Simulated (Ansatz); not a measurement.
# TaB3Mo2: the cost of one run

Program: Ansatz 0.2.0. Level of theory: DFT PBE, scalar-relativistic, plane waves, PAW. These are calculated values, not measurements.

1 further run of the same task is left out (it didn't finish).

## 1. Starting point

Symmetry: P-3m1, No. 164, trigonal system. Conventional cell: a = 3.530 Å, b = 3.530 Å, c = 5.915 Å, α = 90.00°, β = 90.00°, γ = 120.00°. Ta (site symmetry -3m) has 6 Mo at 2.70 Å and 8 B at 2.89 to 2.96 Å as nearest neighbours. Around B (site symmetry 3m) lie 4 Mo at 2.06 to 2.10 Å and 3 Ta at 2.89 Å. Around B (site symmetry -3m) lie 6 B at 2.23 Å and 6 Mo at 2.36 Å and 2 Ta at 2.96 Å. Around Mo (site symmetry 3m) lie 7 B at 2.06 to 2.36 Å.

Structure file:

```cif
data_structure
_symmetry_space_group_name_H-M 'P 1'
_symmetry_Int_Tables_number 1
_cell_length_a 3.5304
_cell_length_b 3.5304
_cell_length_c 5.9150
_cell_angle_alpha 90.000
_cell_angle_beta 90.000
_cell_angle_gamma 120.000
_cell_volume 63.85
loop_
_atom_site_label
_atom_site_type_symbol
_atom_site_fract_x
_atom_site_fract_y
_atom_site_fract_z
_atom_site_occupancy
Ta1 Ta 0.00000 0.00000 0.00000 1
B1 B 0.66667 0.33333 0.34622 1
B2 B 0.33333 0.66667 0.65378 1
B3 B 0.00000 0.00000 0.50000 1
Mo1 Mo 0.66667 0.33333 0.70070 1
Mo2 Mo 0.33333 0.66667 0.29930 1
```

The cell is invented: species swapped into a database cell of Eu2H3Cl (P-3m1, No. 164), with Mo on the Eu sites, B on the H sites and Ta on the Cl sites. Lengths come from tabulated atomic sizes and are only a guess.

## 2. The guess as it stands, on a coarse mesh

input.yaml

```yaml
crystal:
  lattice:
    - [3.53041896, 0.0, 0.0]
    - [-1.76520948, 3.05743251, 0.0]
    - [0.0, 0.0, 5.91500891]
  atoms:
    - { symbol: Ta, position: [0.0, 0.0, 0.0] }
    - { symbol: B, position: [0.66666667, 0.33333333, 0.34621882] }
    - { symbol: B, position: [0.33333333, 0.66666667, 0.65378118] }
    - { symbol: B, position: [0.0, 0.0, 0.5] }
    - { symbol: Mo, position: [0.66666667, 0.33333333, 0.70069754] }
    - { symbol: Mo, position: [0.33333333, 0.66666667, 0.29930246] }
basis:
  ecutwfc: 420
kpoints:
  mp_grid: { grid: [6, 6, 4] }
hamiltonian:
  xc: pbe
scf:
  occupations: { method: gaussian, width: 0.1 }
  lower_state_search: "off"
output:
  forces: true
  stress: true
  eigenvalues: true
```

Command:

```sh
$ ansatz run input.yaml --threads 1 --pin off --max-ram 2560MiB --backend cpu --events-out ev --progress --plain --runs-dir out
```

What time and memory should one allow on 1 thread of Arm Neoverse V1, shared host?

About 2.7 s, with a peak of 0.35 GiB.
